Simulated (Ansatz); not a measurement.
**GaCl₂ (doublet): wave-function methods side by side at a displaced geometry (v2), cc-pVDZ**

One table from this session's results is given with a row withheld; the runs are named, their logs left out.

The runs use Ansatz 0.2.0, Gaussian basis; cc-pVDZ, core rule «outside noble gas», up to 24 orbitals frozen.

The runs, in order: UHF; CCSD(T) on ROHF; CCSD(T) on UHF; BCCD(T) on ROHF; CISD as a restricted active space (open shells left free, so some higher excitations enter); CCSDT(Q) on ROHF; CCSDT(Q) on UHF.

34 further runs of the same task are left out: 12 for a known fault of the program, 10 that didn't finish, 12 set aside as unsound or not needed. Runs told in other sessions of the task aren't counted.

**The geometry**

The geometry is a PBE0/def2-TZVP stationary point (not a proven minimum) with its atoms shifted at random (size 0.100 Å). No spin-orbit coupling is included. The filled d shell of Ga may be among the frozen orbitals whatever the setting's name suggests.

3 atoms, charge 0, spin multiplicity 2.

Atoms are counted from 1 here; the program's logs count them from 0.

Bond lengths: Cl1–Ga2 2.160 Å, Ga2–Cl3 2.185 Å. Angles: Cl1–Ga2–Cl3 117.8°.

Coordinates:

```xyz
3
Cl2Ga
Cl    0.10399   -0.54100    1.85509
Ga   -0.06088    0.56241    0.00498
Cl    0.01574   -0.56505   -1.86490
```

Set-up of the first run:

in.yaml reads:

```yaml
crystal:
  periodic: [false, false, false]
  atoms:
    - {symbol: Cl, position_ang: [0.103993, -0.541002, 1.855092]}
    - {symbol: Ga, position_ang: [-0.060882, 0.562410, 0.004985]}
    - {symbol: Cl, position_ang: [0.015739, -0.565052, -1.864896]}
basis:
  gaussian: {orbitals: cc-pVDZ}
magnetization: {spin_polarized: true, initial_magnetization: 1}
hamiltonian: {xc: hf}
output: {orbitals: {seedname: orbitals}}
```

Started as:

```
$ ansatz run in.yaml --threads 1 --pin off --events-out ev --progress --plain --max-ram 2393MiB
```

Among the steps run: UHF; CCSD(T) on ROHF; CCSD(T) on UHF; BCCD(T) on ROHF; CISD as a restricted active space (open shells left free, so some higher excitations enter); CCSDT(Q) on ROHF; CCSDT(Q) on UHF.

One table of the session follows, with a row left open; its other results are not shown here.

```
   method  from UCCSDT(Q) (meV)
     ROHF               +9388.7
      UHF               +9338.5
     RMP2               +1000.4
     UMP2                +987.9
    RCCSD                +262.4
    UCCSD                +254.7
 RCCSD(T)                 +50.8
 UCCSD(T)                 +44.9
  BCCD(T)                 +49.7
   RCCSDT                     ?
   UCCSDT                 +21.8
RCCSDT(Q)                  +7.8
UCCSDT(Q)                     0
```

Q: Estimate the row for RCCSDT from the others.

The run gave: from UCCSDT(Q) (meV): +27.8. In the column «from UCCSDT(Q) (meV)» it lies between UCCSDT (+21.8) and UCCSD(T) (+44.9).

Not comparable, so not listed: CISD as a restricted active space (open shells left free, so some higher excitations enter) (they don't share determinant, frozen orbitals or solution with the rows shown, or repeat one).

Limits of these values: Restricted and unrestricted rows rest on different reference determinants; a gap between their highest levels can come from leftover correlation error, from unlike frozen cores or from another state.
